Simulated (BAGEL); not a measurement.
# CH4BClO (SMILES COBCl): HF/cc-pVDZ (density fitting with qzvpp-jkfit)

Aim: the energy change on altering one bond length of CH4BClO at HF/cc-pVDZ (density fitting with qzvpp-jkfit), from 2 runs. 

The results are computed with BAGEL 1.2.2.

5 further runs of the same task are left out: 3 that didn't finish, 2 set aside as unsound or not needed. Runs told in other sessions of the task aren't counted.

## 1. The system as given

CH4BClO has 8 atoms, charge 0, and is taken as a singlet. As SMILES, `COBCl`. The shape is that of a PBE0-D4/def2-TZVP optimisation. This is one conformer, not always the lowest.

Bond lengths: C1–O2 1.416 Å, O2–B3 1.334 Å, B3–Cl4 1.755 Å, C1–H5 1.091 Å, C1–H6 1.093 Å, C1–H7 1.091 Å, B3–H8 1.195 Å. Angles: C1–O2–B3 121.8°, O2–B3–Cl4 118.3°, O2–C1–H5 108.7°, O2–C1–H6 111.5°, O2–C1–H7 108.6°, O2–B3–H8 122.7°, Cl4–B3–H8 119.0°, H5–C1–H6 109.5°, H5–C1–H7 109.0°, H6–C1–H7 109.5°.

## 2. The energy at HF/cc-pVDZ (density fitting with qzvpp-jkfit)

Input file input.json:

```json
{ "bagel": [

{
  "title": "molecule",
  "basis": "cc-pvdz.json",
  "df_basis": "qzvpp-jkfit",
  "angstrom": "true",
  "geometry": [
    { "atom": "C", "xyz": [    0.183600,    1.104700,   -0.077800 ] },
    { "atom": "O", "xyz": [    0.201900,   -0.193200,   -0.643400 ] },
    { "atom": "B", "xyz": [   -0.176100,   -1.267300,    0.051400 ] },
    { "atom": "Cl", "xyz": [   -0.116600,   -2.833000,   -0.740100 ] },
    { "atom": "H", "xyz": [   -0.475900,    1.736300,   -0.674900 ] },
    { "atom": "H", "xyz": [   -0.167400,    1.084900,    0.957000 ] },
    { "atom": "H", "xyz": [    1.194100,    1.514600,   -0.112600 ] },
    { "atom": "H", "xyz": [   -0.551400,   -1.204200,    1.184700 ] }
  ]
},
{
  "title": "hf"
},
{
  "title": "print",
  "file": "orbitals.molden",
  "orbitals": "true"
}

]}
```

The basis set cc-pVDZ is read from a file made from the Basis Set Exchange's data (not shown).

Run with:

```bash
$ BAGEL_NUM_THREADS=1 BAGEL input.json > input.out
```

What it wrote:

```text
* using 1 threads per process

  ===============================================================
  ===============================================================

  *** Geometry ***

  { "atom" : "C", "xyz" : [      0.346954,      2.087580,     -0.147021 ] },
  { "atom" : "O", "xyz" : [      0.381536,     -0.365095,     -1.215850 ] },
  { "atom" : "B", "xyz" : [     -0.332781,     -2.394850,      0.097132 ] },
  { "atom" : "Cl", "xyz" : [     -0.220342,     -5.353594,     -1.398586 ] },
  { "atom" : "H", "xyz" : [     -0.899321,      3.281131,     -1.275376 ] },
  { "atom" : "H", "xyz" : [     -0.316340,      2.050164,      1.808468 ] },
  { "atom" : "H", "xyz" : [      2.256522,      2.862179,     -0.212783 ] },
  { "atom" : "H", "xyz" : [     -1.041995,     -2.275608,      2.238759 ] },

  Number of auxiliary basis functions:      427

  Since a DF basis is specified, we compute 2- and 3-index integrals:
    o Being stored without compression. Storage requirement is 0.022 GB

  Number of basis functions:       80
  Number of electrons      :       40

    * METHOD: MOLECULE                             0.19

  *** RHF ***

  === Nuclear Repulsion ===
   140.4722550682

      * DIIS with orbital gradients will be used.

  === RHF iteration (cc-pvdz.json) ===
      0       -599.19039574          0.01343569           0.05
      1       -599.29335103          0.00927996           0.05
      2       -599.33575169          0.00147630           0.05
      3       -599.33743573          0.00028341           0.05
      4       -599.33750027          0.00007628           0.05
      5       -599.33750485          0.00002109           0.05
      6       -599.33750538          0.00000845           0.05
      7       -599.33750547          0.00000208           0.05
      8       -599.33750548          0.00000066           0.05
      9       -599.33750548          0.00000033           0.05
     10       -599.33750548          0.00000007           0.05
     11       -599.33750548          0.00000002           0.05
     12       -599.33750548          0.00000001           0.05
    * SCF iteration converged.

    * Permanent dipole moment:
           (    0.042609,    -1.081028,    -0.551834) a.u.

    * METHOD: HF                                   0.85

    * METHOD: PRINT                                0.01

  ===============================================================
```

It took 1.2 s on 1 thread of Arm Neoverse V1, shared host; peak memory 0.1 GiB.

## 3. The distorted shape at the same level

Input file hf.json:

```json
{ "bagel": [

{
  "title": "molecule",
  "basis": "cc-pvdz.json",
  "df_basis": "qzvpp-jkfit",
  "angstrom": true,
  "geometry": [
    { "atom": "C", "xyz": [       0.174675,       1.339546,       0.040921 ] },
    { "atom": "O", "xyz": [       0.192975,       0.041646,      -0.524679 ] },
    { "atom": "B", "xyz": [      -0.185025,      -1.032454,       0.170121 ] },
    { "atom": "Cl", "xyz": [      -0.116600,      -2.833000,      -0.740100 ] },
    { "atom": "H", "xyz": [      -0.484825,       1.971146,      -0.556179 ] },
    { "atom": "H", "xyz": [      -0.176325,       1.319746,       1.075721 ] },
    { "atom": "H", "xyz": [       1.185175,       1.749446,       0.006121 ] },
    { "atom": "H", "xyz": [      -0.560325,      -0.969354,       1.303421 ] }
  ]
},

{
  "title": "hf"
},

{
  "title": "print",
  "file": "orbitals.molden",
  "orbitals": true
}

]}
```

The basis set cc-pVDZ is read from a file made from the Basis Set Exchange's data (not shown).

Run with:

```bash
$ BAGEL_NUM_THREADS=1 BAGEL hf.json > hf.out
```

What it wrote:

```text
* using 1 threads per process

  ===============================================================
  ===============================================================

  *** Geometry ***

  { "atom" : "C", "xyz" : [      0.330088,      2.531375,      0.077329 ] },
  { "atom" : "O", "xyz" : [      0.364670,      0.078700,     -0.991500 ] },
  { "atom" : "B", "xyz" : [     -0.349647,     -1.951055,      0.321482 ] },
  { "atom" : "Cl", "xyz" : [     -0.220342,     -5.353594,     -1.398586 ] },
  { "atom" : "H", "xyz" : [     -0.916186,      3.724926,     -1.051026 ] },
  { "atom" : "H", "xyz" : [     -0.333206,      2.493958,      2.032818 ] },
  { "atom" : "H", "xyz" : [      2.239656,      3.305974,      0.011567 ] },
  { "atom" : "H", "xyz" : [     -1.058861,     -1.831814,      2.463109 ] },

  Number of auxiliary basis functions:      427

  Since a DF basis is specified, we compute 2- and 3-index integrals:
    o Being stored without compression. Storage requirement is 0.022 GB

  Number of basis functions:       80
  Number of electrons      :       40

    * METHOD: MOLECULE                             0.19

  *** RHF ***

  === Nuclear Repulsion ===
   133.4900656071

      * DIIS with orbital gradients will be used.

  === RHF iteration (cc-pvdz.json) ===
      0       -599.16308009          0.01369728           0.06
      1       -599.27311186          0.00952818           0.05
      2       -599.31798318          0.00152148           0.05
      3       -599.31987383          0.00031729           0.05
      4       -599.31998137          0.00010321           0.05
      5       -599.31999121          0.00002896           0.05
      6       -599.31999260          0.00001138           0.05
      7       -599.31999282          0.00000305           0.05
      8       -599.31999283          0.00000109           0.06
      9       -599.31999283          0.00000048           0.05
     10       -599.31999283          0.00000010           0.05
     11       -599.31999283          0.00000004           0.06
     12       -599.31999283          0.00000001           0.05
     13       -599.31999283          0.00000000           0.05
    * SCF iteration converged.

    * Permanent dipole moment:
           (    0.048788,    -1.616619,    -0.780704) a.u.

    * METHOD: HF                                   0.93

    * METHOD: PRINT                                0.01

  ===============================================================
```

Wall time 1.3 s (1 thread of Arm Neoverse V1, shared host); peak memory 0.099 GiB.

## 4. Results

Level: HF/cc-pVDZ (density fitting with qzvpp-jkfit).

| quantity | value |
| --- | --- |
| first shape: total energy | -599.33751 Eh |
| first shape: dipole moment | 3.09 D |
| first shape: HOMO energy | -12.07 eV |
| first shape: LUMO energy | 3.69 eV |
| first shape: HOMO–LUMO gap | 15.76 eV |
| distorted shape: total energy | -599.31999 Eh |
| distorted shape: dipole moment | 4.56 D |
| distorted shape: HOMO energy | -11.71 eV |
| distorted shape: LUMO energy | 3.16 eV |
| distorted shape: HOMO–LUMO gap | 14.86 eV |
| energy change with the B3–Cl4 bond stretched from 1.755 to 2.019 Å | 0.477 eV |

With the B3–Cl4 bond stretched from 1.755 to 2.019 Å the energy rises by 0.48 eV (11.0 kcal/mol). The first shape isn't relaxed at this level, so the change isn't measured from a minimum.
